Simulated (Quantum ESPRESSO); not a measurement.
An input for Quantum ESPRESSO 7.5 (IrS):

File pw.in:

```
&CONTROL
  calculation = 'vc-relax'
  prefix = 'pwscf'
  outdir = './tmp'
  pseudo_dir = './pseudo'
  tprnfor = .true.
  tstress = .true.
  disk_io = 'low'
  nstep = 30
  forc_conv_thr = 0.0004
  etot_conv_thr = 1d-05
/
&SYSTEM
  ibrav = 0
  nat = 2
  ntyp = 5
  ecutwfc = 68
  nbnd = 18
  input_dft = 'sla+pw+nogx+nogc+vv10'
  occupations = 'smearing'
  smearing = 'fd'
  degauss = 0.01469973
/
&ELECTRONS
  conv_thr = 4d-10
  electron_maxstep = 80
  mixing_beta = 0.5
/
&IONS
  ion_dynamics = 'bfgs'
/
&CELL
  cell_dynamics = 'bfgs'
  press = 0
  press_conv_thr = 0.3
/
ATOMIC_SPECIES
Ir   192.2170 Ir_ONCV_PBE-1.2.upf
S     32.0600 S_ONCV_PBE-1.2.upf
CELL_PARAMETERS angstrom
   3.4896986500    0.0000000000    0.0000000000
  -1.7448493200    3.0221676800    0.0000000000
   0.0000000000    0.0000000000    4.3456873700
ATOMIC_POSITIONS crystal
Ir     0.0000000000    0.0000000000    0.5000000000
S      0.6666666700    0.3333333300    0.0000000000
K_POINTS automatic
6 6 4 0 0 0
```

Potentials or basis: SG15 PBE 1.2.

The run is started by

```sh
$ OMP_NUM_THREADS=1 pw.x -in pw.in > pw.out
```

How does this run end?

The run stopped without a result. It printed:

pw.out:

```text
This program is part of the open-source Quantum ESPRESSO suite
     for quantum simulation of materials; please cite
         "P. Giannozzi et al., J. Phys.:Condens. Matter 21 395502 (2009);
         "P. Giannozzi et al., J. Phys.:Condens. Matter 29 465901 (2017);
         "P. Giannozzi et al., J. Chem. Phys. 152 154105 (2020);
     in publications or presentations arising from this work. More details at

 %%%%%%%%%%%%%%%%%%%%%%%%%%%%%%%%%%%%%%%%%%%%%%%%%%%%%%%%%%%%%%%%%%%%%%%%%%%%%%
     Error in routine  card_atomic_species (5010):
     cannot read atomic specie from: CELL_PARAMETERS angstrom
 %%%%%%%%%%%%%%%%%%%%%%%%%%%%%%%%%%%%%%%%%%%%%%%%%%%%%%%%%%%%%%%%%%%%%%%%%%%%%%

     stopping ...
```
